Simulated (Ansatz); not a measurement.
# AlBH8OSi2: one species, many methods

One table from this session's results is given with a row withheld; the runs are named, their logs left out.

The runs use Ansatz 0.2.0, Gaussian basis; functionals in def2-TZVPP, the program's frozen cores in correlated methods.

Plan: LDA (SPW92), PBE-D4, revPBE-D4, BLYP-D4, r2SCAN-D4, B97M-V, PBE0-D4, B3LYP-D4, r2SCANh-D4, r2SCAN0-D4, HSE06-D4, BHLYP-D4, CAM-B3LYP-D4, LC-ωPBE, ωB97X-V, ωB97M-V, B2PLYP, PBE-QIDH; CCSD(T)/def2-SVP; CCSD(T)/def2-TZVPP; MP2/def2-QZVPP; extrapolation to the limit; RPA on PBE.

## The relaxed structure

An earlier PBE0-D4 in a triple-zeta def2 set relaxation fixed the geometry.

13 atoms, charge 0, spin multiplicity 1.

Atoms are counted from 1 here; the program's logs count them from 0.

Bond lengths: Al1–B2 2.173 Å, Al1–H6 1.596 Å, Al1–H7 1.596 Å, B2–Si3 2.034 Å, B2–O4 1.374 Å, Si3–H8 1.493 Å, Si3–H9 1.493 Å, Si3–H10 1.491 Å, O4–Si5 1.652 Å, Si5–H11 1.479 Å, Si5–H12 1.515 Å, Si5–H13 1.479 Å. Angles: B2–Al1–H6 121.0°, B2–Al1–H7 121.0°, H6–Al1–H7 117.9°, Al1–B2–Si3 126.9°, Al1–B2–O4 114.6°, Si3–B2–O4 118.6°, B2–Si3–H8 108.7°, B2–Si3–H9 108.7°, B2–Si3–H10 115.9°, H8–Si3–H9 106.4°, H8–Si3–H10 108.3°, H9–Si3–H10 108.3°, B2–O4–Si5 121.4°, O4–Si5–H11 110.5°, O4–Si5–H12 106.9°, O4–Si5–H13 110.5°, H11–Si5–H12 108.5°, H11–Si5–H13 111.8° and more.

Set-up of the first run:

Contents of in.yaml:

```yaml
crystal:
  periodic: [false, false, false]
  atoms:
    - {symbol: Al, position_ang: [-1.185301, 1.400591, -0.410600]}
    - {symbol: B, position_ang: [0.414772, 0.094229, 0.262664]}
    - {symbol: Si, position_ang: [2.059336, 0.630737, 1.332327]}
    - {symbol: O, position_ang: [0.262983, -1.224950, -0.092227]}
    - {symbol: Si, position_ang: [-1.045830, -1.736327, -0.960753]}
    - {symbol: H, position_ang: [-2.454864, 1.689495, 0.512045]}
    - {symbol: H, position_ang: [-1.095448, 2.156089, -1.813389]}
    - {symbol: H, position_ang: [2.802629, 1.680459, 0.574104]}
    - {symbol: H, position_ang: [1.614155, 1.266755, 2.607722]}
    - {symbol: H, position_ang: [3.009367, -0.469733, 1.663766]}
    - {symbol: H, position_ang: [-0.618595, -2.291580, -2.263183]}
    - {symbol: H, position_ang: [-1.907104, -0.516905, -1.216938]}
    - {symbol: H, position_ang: [-1.835597, -2.713564, -0.180738]}
basis:
  gaussian: {orbitals: def2-TZVPP}
hamiltonian: {xc: lda}
output: {orbitals: {seedname: orbitals}}
```

Steps of the session up to this table: LDA; PBE-D4 (GGA); revPBE-D4 (GGA); BLYP-D4 (GGA); r2SCAN-D4 (meta-GGA); B97M-V (meta-GGA); PBE0-D4 (hybrid); B3LYP-D4 (hybrid); r2SCANh-D4 (hybrid); r2SCAN0-D4 (hybrid); HSE06-D4 (hybrid); BHLYP-D4 (hybrid); CAM-B3LYP-D4 (range-separated); LC-ωPBE (range-separated); ωB97X-V (range-separated); ωB97M-V (range-separated); B2PLYP (double hybrid); PBE-QIDH (double hybrid).

One of the session's tables, all rows but one given; the rest of the session is left out.

It belongs to the step «Orbital energies across the functionals». 

| functional | HOMO (eV) | LUMO (eV) | gap (eV) |
| --- | --- | --- | --- |
| LDA (SPW92) | -5.49 | -2.81 | 2.68 |
| PBE-D4 | -5.38 | -2.61 | 2.77 |
| revPBE-D4 | -5.33 | -2.52 | 2.82 |
| BLYP-D4 | -5.26 | -2.40 | 2.86 |
| r2SCAN-D4 | -5.56 | -2.39 | 3.17 |
| B97M-V | ? | ? | ? |
| PBE0-D4 | -6.46 | -1.67 | 4.79 |
| B3LYP-D4 | -6.29 | -1.82 | 4.47 |
| r2SCANh-D4 | -5.96 | -2.06 | 3.91 |
| r2SCAN0-D4 | -6.58 | -1.56 | 5.02 |
| HSE06-D4 | -6.07 | -2.06 | 4.01 |
| BHLYP-D4 | -7.48 | -0.64 | 6.84 |
| CAM-B3LYP-D4 | -7.74 | -0.52 | 7.23 |
| LC-ωPBE | -9.01 | 0.53 | 9.54 |
| ωB97X-V | -8.70 | 0.43 | 9.13 |
| ωB97M-V | -8.50 | 0.16 | 8.66 |

Estimate the missing values for B97M-V.

As computed: HOMO (eV): -5.70; LUMO (eV): -2.57; gap (eV): 3.13. In the column «HOMO (eV)» it lies between r2SCANh-D4 (-5.96) and r2SCAN-D4 (-5.56).
